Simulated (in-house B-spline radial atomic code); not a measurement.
# Br: ionisation energy by several methods

An exercise on one series of results from a longer session: the logs are not shown, and one member is left open.

Method: non-relativistic, several functionals, spin-polarised, exact exchange averaged over the configuration; spherical all-electron atom at the radial basis limit. Code: in-house B-spline radial atomic code version 1.

## The system

- element: bromine (Z = 35)
- charge: 0
- electrons: 35
- configuration: [Ar] 3d10 4s2 4p5
- nucleus: point

Outer shells as boxes (Hund's rule):

[Ar] 3d10 4s2 4p5
```
[Ar] core
3d [↑↓][↑↓][↑↓][↑↓][↑↓]
4s [↑↓]
4p [↑↓][↑↓][↑ ]
```

Where spins are not typed, each open shell is filled with up spins first.

The first run:

Settings, as recorded:

```ini
Z = 35
electrons = 35.0
configuration = [Ar] 3d10 4s2 4p5
hamiltonian = nr
method = hse06
spin_polarised = True
exact_exchange = averaged over the configuration
```

The run is started by

```sh
> python run_scf.py task.json out
```

The settings of every run stand in task.json; they run in order.

Among the steps run: HSE06; M06-2X; TPSSh; BHandHLYP; ωB97X.

One of the session's tables, all rows but one given; the rest of the session is left out.

```
   method  ΔSCF (eV)
   M06-2X     11.903
    TPSSh          ?
BHandHLYP     11.778
    HSE06     11.877
    ωB97X     11.815
```

Q: Estimate the row for TPSSh from the others.

The run gave: ΔSCF (eV): 11.916. In the column «ΔSCF (eV)» it is the highest.

To keep in mind: These runs leave out relativity, which matters at this nuclear charge.
